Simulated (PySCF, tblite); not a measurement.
# C₇H₁₂BOP: infrared bands and NMR shifts

Aim: predict the infrared bands and NMR shifts of C₇H₁₂BOP (`[BH3-][P@H+](CC=C)c1ccoc1`).

Programs: tblite 0.8.0 and PySCF 2.14.0, with density-fitted response routines of our own. Each step states its level of theory. These are calculated values for one molecule in the gas phase, unless marked as measured. Atoms count from 0, in the outputs and in this text.

**1. The molecule as given**

22 atoms, charge 0, multiplicity 1; geometry from: GFN2-xTB.

Bonds of the start (Å): B0–P1 1.91, P1–C2 1.85, C2–C3 1.49, C3–C4 1.32, P1–C5 1.80, C5–C6 1.42, C6–C7 1.36, C7–O8 1.35, O8–C9 1.34, C9–C5 1.37, B0–H10 1.20, B0–H11 1.19, B0–H12 1.19, P1–H13 1.40, C2–H14 1.09, C2–H15 1.09, C3–H16 1.08, C4–H17 1.08, C4–H18 1.08, C6–H19 1.07, C7–H20 1.07, C9–H21 1.07.

**2. Infrared spectrum with GFN2-xTB**

The job: settings as JSON, then the geometry in Å.

```
{"job": {"kind": "ir", "xc": "GFN2-xTB", "basis": "xTB"}, "charge": 0, "multiplicity": 1}
B     -0.183654     2.751142    -1.025897
P      0.272139     1.277987     0.105659
C      1.747784     0.290120    -0.429688
C      2.053010    -0.801892     0.534501
C      1.722189    -2.067706     0.348932
C     -0.972477     0.001211     0.330572
C     -1.899418    -0.442568    -0.655899
C     -2.645696    -1.406272    -0.058176
O     -2.254552    -1.588951     1.215793
C     -1.247110    -0.740586     1.446826
H     -0.370466     2.231481    -2.085697
H     -1.162210     3.236542    -0.553801
H      0.768468     3.466315    -1.013361
H      0.603677     1.462806     1.450849
H      1.513546    -0.102340    -1.423446
H      2.579542     0.994223    -0.520661
H      2.545236    -0.494053     1.448217
H      1.228437    -2.397266    -0.550890
H      1.938424    -2.826330     1.081068
H     -1.984416    -0.072345    -1.656854
H     -3.456545    -2.011244    -0.413292
H     -0.806319    -0.740889     2.424395
```

**Question.** This job is followed by: GIAO PBE0/pcSseg-1 NMR shielding, non-relativistic, gas phase. What will the session give for the following? strongest single infrared mode (GFN2-xTB); zero-point energy (GFN2-xTB); ¹³C shifts against TMS (PBE0/pcSseg-1); ¹H shifts against TMS (PBE0/pcSseg-1, means over atoms taken as alike); ¹¹B shifts against BF3·OEt2 (PBE0/pcSseg-1); ³¹P shifts against H3PO4 (PBE0/pcSseg-1); ¹⁷O shifts against H2O (PBE0/pcSseg-1).

As calculated:

| quantity | value |
| --- | --- |
| strongest single infrared mode (GFN2-xTB) | 2255 cm⁻¹, 253 km/mol |
| zero-point energy (GFN2-xTB) | 104.9 kcal/mol |
| ¹³C shifts against TMS (PBE0/pcSseg-1) | 154.1, 148.8, 139.0, 128.4, 120.4, 117.6, 36.9 ppm |
| ¹H shifts against TMS (PBE0/pcSseg-1, means over atoms taken as alike) | 7.64, 7.39, 7.03, 5.74, 5.37, 4.87, 4.67, 2.73, 2.16, 1.09 ppm |
| ¹¹B shifts against BF3·OEt2 (PBE0/pcSseg-1) | -51.1 ppm |
| ³¹P shifts against H3PO4 (PBE0/pcSseg-1) | -44.5 ppm |
| ¹⁷O shifts against H2O (PBE0/pcSseg-1) | 312.9 ppm |

No mode is imaginary among the 60: a minimum at this level. The strongest single mode, at 2255 cm⁻¹, moves mainly H13. GFN2-xTB is a fitted tight-binding method: band positions and strengths are rough. Its intensities can rank the bands wrongly. At PBE0/pcSseg-1: The widest tensor belongs to O8: span 380 ppm, with a paramagnetic part of -376 ppm. NICS(1)zz of -28 ppm above the planar ring from C5 marks a diatropic (aromatic) ring current.
